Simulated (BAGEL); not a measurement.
# One shape, several levels: CH5ClGa− (SMILES [CH3][GaH2-][Cl])

We compute a comparison of 5 runs (HF/3-21G, HF/6-31G*, B3LYP/6-31G*, PBE0/6-31G*, RI-MP2/6-31G*) of CH5ClGa−. 

The results are computed with BAGEL 1.2.2.

2 further runs of the same task are left out: 1 that didn't finish, 1 set aside as unsound or not needed.

### Step 1. The system as given

CH5ClGa−: 8 atoms, total charge -1, spin state singlet. SMILES: `[CH3][GaH2-][Cl]`. One bond was lengthened or shortened from a relaxed shape.

Bond lengths: C1–Ga2 2.031 Å, Ga2–Cl3 2.138 Å, C1–H4 1.099 Å, C1–H5 1.099 Å, C1–H6 1.262 Å, Ga2–H7 1.568 Å, Ga2–H8 1.568 Å. Some angles: C1–Ga2–Cl3 108.5°, C1–Ga2–H7 113.7°, C1–Ga2–H8 113.8°, Cl3–Ga2–H7 106.1°, Cl3–Ga2–H8 106.4°, Ga2–C1–H4 112.1°, Ga2–C1–H5 111.9°, Ga2–C1–H6 113.8°, H7–Ga2–H8 107.8°, H4–C1–H5 105.9°.

### Step 2. The energy at HF/3-21G (density fitting with qzvpp-jkfit) (run 1)

calc.json

```json
{ "bagel" : [

{
  "title" : "molecule",
  "basis" : "3-21g",
  "df_basis" : "qzvpp-jkfit",
  "angstrom" : "true",
  "geometry" : [
    { "atom" : "C", "xyz" : [   -0.557340,    0.868465,   -0.082181 ] },
    { "atom" : "Ga", "xyz" : [    0.570320,   -0.799375,    0.189059 ] },
    { "atom" : "Cl", "xyz" : [    1.560810,   -0.647495,    2.077949 ] },
    { "atom" : "H", "xyz" : [    0.046420,    1.785905,   -0.047951 ] },
    { "atom" : "H", "xyz" : [   -1.320210,    0.979925,    0.701019 ] },
    { "atom" : "H", "xyz" : [   -1.175300,    0.892880,   -1.182260 ] },
    { "atom" : "H", "xyz" : [    1.701910,   -0.975425,   -0.881751 ] },
    { "atom" : "H", "xyz" : [   -0.262270,   -2.127175,    0.230739 ] }
  ]
},
{ "title" : "hf", "charge" : -1 },
{ "title" : "print", "file" : "orbitals.molden", "orbitals" : "true" }

]}
```

Launch:

```console
$ BAGEL_NUM_THREADS=1 BAGEL calc.json > calc.out
```

The log of the run:

```text
* using 1 threads per process

  ===============================================================
  ===============================================================

  *** Geometry ***

  { "atom" : "C", "xyz" : [     -1.053220,      1.641161,     -0.155300 ] },
  { "atom" : "Ga", "xyz" : [      1.077749,     -1.510600,      0.357270 ] },
  { "atom" : "Cl", "xyz" : [      2.949503,     -1.223588,      3.926755 ] },
  { "atom" : "H", "xyz" : [      0.087721,      3.374871,     -0.090614 ] },
  { "atom" : "H", "xyz" : [     -2.494835,      1.851790,      1.324734 ] },
  { "atom" : "H", "xyz" : [     -2.220995,      1.687299,     -2.234148 ] },
  { "atom" : "H", "xyz" : [      3.216144,     -1.843286,     -1.666268 ] },
  { "atom" : "H", "xyz" : [     -0.495618,     -4.019778,      0.436034 ] },

  Number of auxiliary basis functions:      559

  Since a DF basis is specified, we compute 2- and 3-index integrals:
    o Being stored without compression. Storage requirement is 0.013 GB

  Number of basis functions:       54
  Number of electrons      :       59

    * METHOD: MOLECULE                             0.33

  *** RHF ***

  === Nuclear Repulsion ===
   259.4279676150

      * DIIS with orbital gradients will be used.

  === RHF iteration (3-21g) ===
      0      -2411.68349555          0.01594171           0.08
      1      -2411.75322290          0.00571905           0.07
      2      -2411.76299569          0.00107198           0.06
      3      -2411.76344982          0.00013837           0.07
      4      -2411.76346406          0.00003268           0.09
      5      -2411.76346502          0.00000633           0.09
      6      -2411.76346505          0.00000131           0.08
      7      -2411.76346505          0.00000019           0.07
      8      -2411.76346505          0.00000004           0.08
      9      -2411.76346505          0.00000002           0.08
     10      -2411.76346505          0.00000000           0.08
    * SCF iteration converged.

    * Permanent dipole moment:
           (    0.424372,    -0.478008,     0.234204) a.u.

    * METHOD: HF                                   1.05

    * METHOD: PRINT                                0.00

  ===============================================================
```

It took 1.8 s on 1 thread of Intel Xeon Platinum 8488C (Sapphire Rapids), shared host; peak memory 0.097 GiB.

### Step 3. A single-point energy at HF/6-31G(d) (density fitting with qzvpp-jkfit, spherical functions) (run 2)

calc.json: that of step 2 with these lines changed.

```diff
@@ -4,5 +4,5 @@
   "title" : "molecule",
-  "basis" : "3-21g",
+  "basis" : "6-31gs.json",
   "df_basis" : "qzvpp-jkfit",
-  "angstrom" : "true",
+  "angstrom" : true,
   "geometry" : [
@@ -18,4 +18,11 @@
 },
-{ "title" : "hf", "charge" : -1 },
-{ "title" : "print", "file" : "orbitals.molden", "orbitals" : "true" }
+{
+  "title" : "hf",
+  "charge" : -1
+},
+{
+  "title" : "print",
+  "file" : "orbitals.molden",
+  "orbitals" : true
+}
```

The basis set 6-31G* is read from a file made from the Basis Set Exchange's data (not shown).

Launch:

```console
$ BAGEL_NUM_THREADS=1 BAGEL calc.json > calc.out
```

The log of the run:

```text
* using 1 threads per process

  ===============================================================
  ===============================================================

  *** Geometry ***

  { "atom" : "C", "xyz" : [     -1.053220,      1.641161,     -0.155300 ] },
  { "atom" : "Ga", "xyz" : [      1.077749,     -1.510600,      0.357270 ] },
  { "atom" : "Cl", "xyz" : [      2.949503,     -1.223588,      3.926755 ] },
  { "atom" : "H", "xyz" : [      0.087721,      3.374871,     -0.090614 ] },
  { "atom" : "H", "xyz" : [     -2.494835,      1.851790,      1.324734 ] },
  { "atom" : "H", "xyz" : [     -2.220995,      1.687299,     -2.234148 ] },
  { "atom" : "H", "xyz" : [      3.216144,     -1.843286,     -1.666268 ] },
  { "atom" : "H", "xyz" : [     -0.495618,     -4.019778,      0.436034 ] },

  Number of auxiliary basis functions:      559

  Since a DF basis is specified, we compute 2- and 3-index integrals:
    o Being stored without compression. Storage requirement is 0.024 GB

  Number of basis functions:       74
  Number of electrons      :       59

    * METHOD: MOLECULE                             0.38

  *** RHF ***

  === Nuclear Repulsion ===
   259.4279676150

      * DIIS with orbital gradients will be used.

  === RHF iteration (6-31gs.json) ===
      0      -2423.18333713          0.01257888           0.11
      1      -2423.26095261          0.00568241           0.10
      2      -2423.27588961          0.00130943           0.10
      3      -2423.27674480          0.00045966           0.12
      4      -2423.27683497          0.00005446           0.10
      5      -2423.27683800          0.00001894           0.10
      6      -2423.27683838          0.00000617           0.10
      7      -2423.27683843          0.00000115           0.10
      8      -2423.27683844          0.00000049           0.10
      9      -2423.27683844          0.00000017           0.11
     10      -2423.27683844          0.00000006           0.11
     11      -2423.27683844          0.00000002           0.10
     12      -2423.27683844          0.00000001           0.11
    * SCF iteration converged.

    * Permanent dipole moment:
           (    0.284884,    -0.437577,     0.033660) a.u.

    * METHOD: HF                                   1.66

    * METHOD: PRINT                                0.01

  ===============================================================
```

Wall time 2.5 s (1 thread of Intel Xeon Platinum 8488C (Sapphire Rapids), shared host); peak memory 0.13 GiB.

Run 3 isn't shown in full; the table further down has it.

### Step 4. The energy at PBE0/6-31G(d) (density fitting with qzvpp-jkfit, spherical functions) (run 4)

dft.json

```json
{ "bagel" : [

{
  "title" : "molecule",
  "basis" : "6-31gs.json",
  "df_basis" : "qzvpp-jkfit",
  "angstrom" : true,
  "geometry" : [
    { "atom" : "C", "xyz" : [   -0.557340,    0.868465,   -0.082181 ] },
    { "atom" : "Ga", "xyz" : [    0.570320,   -0.799375,    0.189059 ] },
    { "atom" : "Cl", "xyz" : [    1.560810,   -0.647495,    2.077949 ] },
    { "atom" : "H", "xyz" : [    0.046420,    1.785905,   -0.047951 ] },
    { "atom" : "H", "xyz" : [   -1.320210,    0.979925,    0.701019 ] },
    { "atom" : "H", "xyz" : [   -1.175300,    0.892880,   -1.182260 ] },
    { "atom" : "H", "xyz" : [    1.701910,   -0.975425,   -0.881751 ] },
    { "atom" : "H", "xyz" : [   -0.262270,   -2.127175,    0.230739 ] }
  ]
},
{
  "title" : "ks",
  "xc_func" : "pbe0",
  "charge" : -1
},
{
  "title" : "print",
  "file" : "orbitals.molden",
  "orbitals" : true
}

]}
```

The basis set 6-31G* is read from a file made from the Basis Set Exchange's data (not shown).

Launch:

```console
$ BAGEL_NUM_THREADS=1 BAGEL dft.json > dft.out
```

The log of the run:

```text
* using 1 threads per process

  ===============================================================
  ===============================================================

  *** Geometry ***

  { "atom" : "C", "xyz" : [     -1.053220,      1.641161,     -0.155300 ] },
  { "atom" : "Ga", "xyz" : [      1.077749,     -1.510600,      0.357270 ] },
  { "atom" : "Cl", "xyz" : [      2.949503,     -1.223588,      3.926755 ] },
  { "atom" : "H", "xyz" : [      0.087721,      3.374871,     -0.090614 ] },
  { "atom" : "H", "xyz" : [     -2.494835,      1.851790,      1.324734 ] },
  { "atom" : "H", "xyz" : [     -2.220995,      1.687299,     -2.234148 ] },
  { "atom" : "H", "xyz" : [      3.216144,     -1.843286,     -1.666268 ] },
  { "atom" : "H", "xyz" : [     -0.495618,     -4.019778,      0.436034 ] },

  Number of auxiliary basis functions:      559

  Since a DF basis is specified, we compute 2- and 3-index integrals:
    o Being stored without compression. Storage requirement is 0.024 GB

  Number of basis functions:       74
  Number of electrons      :       59

    * METHOD: MOLECULE                             0.45

  *** Kohn-Sham DFT ***

    * Removing 13549 points whose weight is below 1.00e-10
    * Grid points: 105699

  === Nuclear Repulsion ===
   259.4279676150

       - DIIS with orbital gradients will be used.

  === KS iteration (pbe0 / 6-31gs.json) ===
      0      -2349.76467110          0.11891753           0.79
      1      -2152.77750780          0.20725091           0.48
      2      -2342.90263359          0.10533913           0.45
      3      -2325.88782925          0.19997720           0.44
      4      -2359.95091529          0.15822717           0.51
      5      -2370.47289672          0.27215256           0.47
      6      -2368.29242047          0.26107850           0.44
      7      -2350.51554254          0.17266827           0.49
      8      -2343.60299590          0.13321082           0.46
      9      -2411.80694853          0.15366630           0.46
     10      -2410.55101241          0.21898619           0.45
     11      -2374.01557666          0.26776361           0.47
     12      -2374.51885718          0.27017651           0.48
     13      -2353.76938396          0.16365685           0.48
     14      -2367.02518272          0.20707059           0.52
     15      -2406.07321309          0.15882172           0.48
     16      -2418.61137039          0.11610342           0.44
     17      -2418.71043896          0.10842459           0.45
     18      -2424.24156785          0.05778279           0.50
     19      -2423.51574538          0.10162776           0.50
     20      -2425.47489440          0.00486527           0.52
     21      -2425.48419516          0.00167465           0.48
     22      -2425.48643331          0.00048611           0.46
     23      -2425.48654208          0.00009988           0.51
     24      -2425.48654700          0.00002732           0.48
     25      -2425.48654766          0.00000344           0.49
     26      -2425.48654767          0.00000069           0.51
     27      -2425.48654767          0.00000034           0.49
     28      -2425.48654767          0.00000008           0.52
     29      -2425.48654767          0.00000003           0.46
     30      -2425.48654767          0.00000001           0.45
    * SCF iteration converged.

    * Permanent dipole moment:
           (    0.300511,    -0.468007,     0.032812) a.u.

    * METHOD: KS                                  15.74

    * METHOD: PRINT                                0.01

  ===============================================================
```

It took 17 s on 1 thread of Intel Xeon Platinum 8488C (Sapphire Rapids), shared host; peak memory 0.42 GiB.

### Step 5. A single-point energy at RI-MP2/6-31G(d) (density fitting with qzvpp-jkfit, spherical functions) (run 5)

input.json

```json
{ "bagel": [

{
  "title": "molecule",
  "basis": "6-31gs.json",
  "df_basis": "qzvpp-jkfit",
  "angstrom": true,
  "geometry": [
    { "atom": "C", "xyz": [      -0.557340,       0.868465,      -0.082181 ] },
    { "atom": "Ga", "xyz": [       0.570320,      -0.799375,       0.189059 ] },
    { "atom": "Cl", "xyz": [       1.560810,      -0.647495,       2.077949 ] },
    { "atom": "H", "xyz": [       0.046420,       1.785905,      -0.047951 ] },
    { "atom": "H", "xyz": [      -1.320210,       0.979925,       0.701019 ] },
    { "atom": "H", "xyz": [      -1.175300,       0.892880,      -1.182260 ] },
    { "atom": "H", "xyz": [       1.701910,      -0.975425,      -0.881751 ] },
    { "atom": "H", "xyz": [      -0.262270,      -2.127175,       0.230739 ] }
  ]
},

{ "title": "hf", "charge": -1 },

{ "title": "mp2", "charge": -1, "ncore": 15 }

]}
```

The basis set 6-31G* is read from a file made from the Basis Set Exchange's data (not shown).

Launch:

```console
$ BAGEL_NUM_THREADS=1 BAGEL input.json > input.out
```

The log of the run:

```text
* using 1 threads per process

  ===============================================================
  ===============================================================

  *** Geometry ***

  { "atom" : "C", "xyz" : [     -1.053220,      1.641161,     -0.155300 ] },
  { "atom" : "Ga", "xyz" : [      1.077749,     -1.510600,      0.357270 ] },
  { "atom" : "Cl", "xyz" : [      2.949503,     -1.223588,      3.926755 ] },
  { "atom" : "H", "xyz" : [      0.087721,      3.374871,     -0.090614 ] },
  { "atom" : "H", "xyz" : [     -2.494835,      1.851790,      1.324734 ] },
  { "atom" : "H", "xyz" : [     -2.220995,      1.687299,     -2.234148 ] },
  { "atom" : "H", "xyz" : [      3.216144,     -1.843286,     -1.666268 ] },
  { "atom" : "H", "xyz" : [     -0.495618,     -4.019778,      0.436034 ] },

  Number of auxiliary basis functions:      559

  Since a DF basis is specified, we compute 2- and 3-index integrals:
    o Being stored without compression. Storage requirement is 0.024 GB

  Number of basis functions:       74
  Number of electrons      :       59

    * METHOD: MOLECULE                             0.48

  *** RHF ***

  === Nuclear Repulsion ===
   259.4279676150

      * DIIS with orbital gradients will be used.

  === RHF iteration (6-31gs.json) ===
      0      -2423.18333713          0.01257888           0.14
      1      -2423.26095261          0.00568241           0.14
      2      -2423.27588961          0.00130943           0.12
      3      -2423.27674480          0.00045966           0.11
      4      -2423.27683497          0.00005446           0.12
      5      -2423.27683800          0.00001894           0.11
      6      -2423.27683838          0.00000617           0.13
      7      -2423.27683843          0.00000115           0.09
      8      -2423.27683844          0.00000049           0.09
      9      -2423.27683844          0.00000017           0.10
     10      -2423.27683844          0.00000006           0.16
     11      -2423.27683844          0.00000002           0.12
     12      -2423.27683844          0.00000001           0.09
    * SCF iteration converged.

    * Permanent dipole moment:
           (    0.284884,    -0.437577,     0.033660) a.u.

    * METHOD: HF                                   1.89

  *** RHF ***

  === Nuclear Repulsion ===
   259.4279676150

      * DIIS with orbital gradients will be used.

  === RHF iteration (6-31gs.json) ===
      0      -2423.27683844          0.00000000           0.09
    * SCF iteration converged.

    * Permanent dipole moment:
           (    0.284884,    -0.437577,     0.033660) a.u.

  === DF-MP2 calculation ===

    * freezing 15 orbitals
    * 3-index integral transformation done
    * assembly done

      MP2 correlation energy:   -0.5121403181      0.04

      MP2 total energy:       -2423.7889787544

    * METHOD: MP2                                  0.24

  ===============================================================
```

It took 3 s on 1 thread of Intel Xeon Platinum 8488C (Sapphire Rapids), shared host; peak memory 0.13 GiB.

### Step 6. Overview of the runs

| run | level | frozen core orbitals | energy (Eh) | HOMO energy (eV) | LUMO energy (eV) | HOMO–LUMO gap (eV) | wall time |
| --- | --- | --- | --- | --- | --- | --- | --- |
| 1 | HF/3-21G (density fitting with qzvpp-jkfit) | – | -2411.763465 | -5.15 | 8.55 | 13.70 | 1.8 s |
| 2 | HF/6-31G* (density fitting with qzvpp-jkfit, spherical functions) | – | -2423.276838 | -5.14 | 7.87 | 13.01 | 2.5 s |
| 3 | B3LYP/6-31G* (density fitting with qzvpp-jkfit, spherical functions) | – | -2426.012808 | -1.79 | 5.48 | 7.27 | 14 s |
| 4 | PBE0/6-31G* (density fitting with qzvpp-jkfit, spherical functions) | – | -2425.486548 | -2.02 | 5.71 | 7.73 | 17 s |
| 5 | RI-MP2/6-31G* (density fitting with qzvpp-jkfit, spherical functions) | 15 | -2423.788979 | – | – | – | 3 s |

### Step 7. What came out

| quantity | value |
| --- | --- |
| run 5: total energy | -2423.78898 Eh |
| run 5: correlation energy (15 core orbitals frozen) | -512.1 mEh |

What this shows: Over runs 1, 2, 3, 4 the HOMO–LUMO gap runs from 7.27 eV (B3LYP/6-31G*) to 13.70 eV (HF/3-21G). The two ends differ in method and basis. The empty levels of an anion lie above zero and hang on the basis. Totals of different functionals can't be ranked against each other. All runs together took 38 s, the longest 17 s.
